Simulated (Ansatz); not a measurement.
# C: the cost of one run

Computed with Ansatz 0.2.0 (DFT PBE+D3(BJ), scalar-relativistic, plane waves, PAW, unless a step's input says otherwise).

A COD entry behind a cell of this session may itself be a prediction, so a difference from it is no test against experiment.

3 further runs of the same task are left out: 1 that didn't finish, 2 set aside as unsound or not needed. Runs told in other sessions of the task aren't counted.

**1. Starting point**

It takes space group P6_3/mmc (No. 194, hexagonal). Conventional cell: a = 2.501 Å, b = 2.501 Å, c = 4.163 Å, α = 90.00°, β = 90.00°, γ = 120.00°. C (site symmetry 3m) has 4 C at 1.54 to 1.56 Å in its first shell of neighbours.

Structure file:

```cif
data_structure
_symmetry_space_group_name_H-M 'P 1'
_symmetry_Int_Tables_number 1
_cell_length_a 2.5012
_cell_length_b 2.5012
_cell_length_c 4.1634
_cell_angle_alpha 90.000
_cell_angle_beta 90.000
_cell_angle_gamma 120.000
_cell_volume 22.56
loop_
_atom_site_label
_atom_site_type_symbol
_atom_site_fract_x
_atom_site_fract_y
_atom_site_fract_z
_atom_site_occupancy
C1 C 0.33333 0.66667 0.06278 1
C2 C 0.66667 0.33333 0.56278 1
C3 C 0.33333 0.66667 0.43722 1
C4 C 0.66667 0.33333 0.93722 1
```

It is the result of an earlier relaxation at this level (volume 5.64 Å³/atom; gap on the mesh: 3.31 eV).

**2. Band edges and mean potential of the bulk**

input.yaml reads:

```yaml
crystal:
  lattice:
    - [2.5011862227, 0.0, 0.0]
    - [-1.2505931113, 2.1660908085, 0.0]
    - [0.0, 0.0, 4.1633774457]
  atoms:
    - { symbol: C, position: [0.3333333333, 0.6666666667, 0.0627757331] }
    - { symbol: C, position: [0.6666666667, 0.3333333333, 0.5627757331] }
    - { symbol: C, position: [0.3333333333, 0.6666666667, 0.4372242669] }
    - { symbol: C, position: [0.6666666667, 0.3333333333, 0.9372242669] }
basis:
  ecutwfc: 420
kpoints:
  mp_grid: { grid: [12, 12, 6] }
  band_path: { path: [VBM, CBM], npoints: 2 }
hamiltonian:
  xc: pbe
  dispersion: d3bj
scf:
  occupations: { method: gaussian, width: 0.02 }
output:
  forces: true
  stress: true
  eigenvalues: true
```

The run is started by

```
$ ansatz run input.yaml --threads 2 --pin off --max-ram 5120MiB --backend cpu --events-out ev --progress --plain --runs-dir out
```

What time and memory should one allow on 2 threads of Arm Neoverse V2, shared host?

About 1 s, with a peak of 0.27 GiB.
